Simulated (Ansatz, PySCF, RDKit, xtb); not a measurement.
**Which structure has the formula ZnAlH3O2?**

Given the formula ZnAlH3O2 and nothing else, which arrangement of the atoms is the most stable in the gas at 600 K, and what are its properties?

The funnel: GFN2-xTB relaxations, single points with a density functional, relaxations at B3LYP/6-31G*, harmonic vibrations, and a last energy at a higher level. All values are calculated.

7 further runs of the same task are left out: 7 set aside as unsound or not needed.

### Step 1. Candidates

All bonding patterns within simple valence rules are listed by program: one Lewis structure each, at most two rings and one unusual centre or charged pair. O–O, O–halogen and N–halogen bonds and N–N–N chains are not drawn. That gives 13 candidates.

```csv
label,SMILES,spin
c216,[OH][Al]([OH])[ZnH],singlet
c271,[OH][Al]1[OH+][ZnH-]1,singlet
c318,[OH][Zn][O][AlH2],singlet
c344,[OH][Zn-]([OH])[AlH+],singlet
c403,[O]1[AlH][OH+][ZnH-]1,singlet
c408,[O]1[AlH2-][OH+][Zn]1,singlet
c433,[OH][AlH][O][ZnH],singlet
c462,[OH][Zn-]1[OH+][AlH]1,singlet
c500,[OH2+][Al@@H-]1[O][Zn]1,singlet
c517,[OH][Al@@H-]1[OH+][Zn]1,singlet
c608,[OH][Al+][ZnH-][OH],singlet
c695,[OH2+][Zn-]1[O][AlH]1,singlet
c730,[OH][AlH][Zn][OH],singlet
```

Candidates are built by distance geometry, with a force field where one applies, in up to four conformers (letters a to d). 6 starts with atoms placed at random are added, to find patterns that the rules miss.

Q: Predict the outcome of this search (final energies at CCSD(T)/def2-TZVP).

| quantity | value |
| --- | --- |
| lowest structure found | [OH][AlH][O][ZnH], singlet, Cs |
| next finalist | [OH][Al]([OH])[ZnH], singlet, 13.5 kcal/mol higher in G |
| share at equilibrium, among the finalists | 100.0 % |
| harmonic wavenumbers, lowest and highest (B3LYP/6-31G*) | 50 and 3827 cm⁻¹ |
| rotational constants, same geometry | 1.022, 0.04069, 0.03913 cm⁻¹ |
| dipole moment (PBE0/def2-TZVPD) | 1.92 D |
| HOMO energy (PBE0/def2-TZVPD) | -8.45 eV |
| LUMO energy (PBE0/def2-TZVPD) | -0.68 eV |
| HOMO–LUMO gap (PBE0/def2-TZVPD) | 7.77 eV |
| lowest excitation (TD-PBE0/def2-SVPD) | 6.62 eV (f = 0.056) |
| strongest of the states computed, same level | 7.39 eV (f = 0.061) |
| lowest triplet excitation, same level, Tamm-Dancoff | 6.11 eV |
| vertical ionisation energy | 10.46 eV |
| vertical electron affinity | -0.40 eV (unbound: the value depends on the basis) |
| vertical triplet less singlet | +6.04 eV |

`[OH][AlH][O][ZnH]` comes out lowest. Among the finalists first place is clear (13.5 kcal/mol); structures outside the list aren't covered. HF/STO-3G, r2SCAN-D4/def2-SVP, B3LYP/6-31G*, HF/def2-TZVP and MP2/def2-TZVP already put its bonding pattern lowest among the structures in one piece; GFN2-xTB favours the singlet [OH][AlH]([OH])[Zn] ‡ (c651, not a finalist). Lowest found is not proven lowest: the search is finite, and each finalist counts with one conformer. Patterns outside the rules of the enumeration were met only by chance. The lowest isomer need not be the one that is made and kept in a bottle, which depends on barriers.

‡ marks the bonded skeleton alone, with all bonds drawn single: no Lewis structure was assigned that passes a check against the bond lengths.
